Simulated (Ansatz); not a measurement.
# B6As: the cost of one run

Method: DFT LDA, scalar-relativistic, plane waves, PAW, in Ansatz 0.2.0.

1 further run of the same task is left out (set aside as unsound or not needed).

## Step 1: The system as given

The structure is trigonal, space group R-3m (No. 166). Conventional cell: a = 6.078 Å, b = 6.078 Å, c = 11.749 Å, α = 90.00°, β = 90.00°, γ = 120.00°. Around B (site symmetry m) lie 6 B at 1.76 to 1.88 Å. Around B (site symmetry m) lie 5 B at 1.71 to 1.79 Å and 1 As at 1.98 Å. Around As (site symmetry 3m) lie 3 B at 1.98 Å.

As a file:

```
CELL_PARAMETERS angstrom
3.03876 1.75443 3.91631
-3.03876 1.75443 3.91631
0.00000 -3.50886 3.91631
ATOMIC_POSITIONS crystal
B 0.01560 0.01560 0.32436
B 0.01560 0.32436 0.01560
B 0.82188 0.27250 0.82188
B 0.82188 0.82188 0.27250
B 0.27250 0.82188 0.82188
B 0.72750 0.17812 0.17812
B 0.17812 0.72750 0.17812
B 0.17812 0.17812 0.72750
B 0.98440 0.67564 0.98440
B 0.98440 0.98440 0.67564
B 0.67564 0.98440 0.98440
B 0.32436 0.01560 0.01560
As 0.60086 0.60086 0.60086
As 0.39914 0.39914 0.39914
```

It goes back to an entry of the Materials Project.

This cell was relaxed beforehand with the same method: volume 8.95 Å³/atom, gap on the mesh 2.66 eV.

## Step 2: Relaxing to 0.001 eV/Å

Response functions are second derivatives at a minimum, so forces and stress are first brought close to zero on the mesh and occupations that the response runs use.

File input.yaml:

```yaml
crystal:
  lattice:
    - [3.0387590414, 1.7544283506, 3.916313473]
    - [-3.0387590414, 1.7544283506, 3.916313473]
    - [0.0, -3.5088567011, 3.916313473]
  atoms:
    - { symbol: B, position: [0.0155961129, 0.0155961129, 0.3243624079] }
    - { symbol: B, position: [0.0155961129, 0.3243624079, 0.0155961129] }
    - { symbol: B, position: [0.8218781704, 0.2725031723, 0.8218781704] }
    - { symbol: B, position: [0.8218781704, 0.8218781704, 0.2725031723] }
    - { symbol: B, position: [0.2725031723, 0.8218781704, 0.8218781704] }
    - { symbol: B, position: [0.7274968277, 0.1781218296, 0.1781218296] }
    - { symbol: B, position: [0.1781218296, 0.7274968277, 0.1781218296] }
    - { symbol: B, position: [0.1781218296, 0.1781218296, 0.7274968277] }
    - { symbol: B, position: [0.9844038871, 0.6756375921, 0.9844038871] }
    - { symbol: B, position: [0.9844038871, 0.9844038871, 0.6756375921] }
    - { symbol: B, position: [0.6756375921, 0.9844038871, 0.9844038871] }
    - { symbol: B, position: [0.3243624079, 0.0155961129, 0.0155961129] }
    - { symbol: As, position: [0.600864946, 0.600864946, 0.600864946] }
    - { symbol: As, position: [0.399135054, 0.399135054, 0.399135054] }
basis:
  ecutwfc: 420
kpoints:
  mp_grid: { grid: [6, 6, 6] }
hamiltonian:
  xc: lda
scf:
  occupations: { method: fixed }
output:
  forces: true
  stress: true
  eigenvalues: true
relax:
  adjacent_minimum: "off"
  f_tol: 0.001
  max_steps: 60
  cell: { stress_tol: 0.01 }
```

Started as:

```bash
$ ansatz run input.yaml --threads 4 --pin off --max-ram 12288MiB --backend cpu --events-out ev --progress --plain --runs-dir out
```

Q: Estimate wall time and peak memory on 4 threads of Intel Xeon at 2.70GHz, shared host.

About 10 s, with a peak of 0.57 GiB.
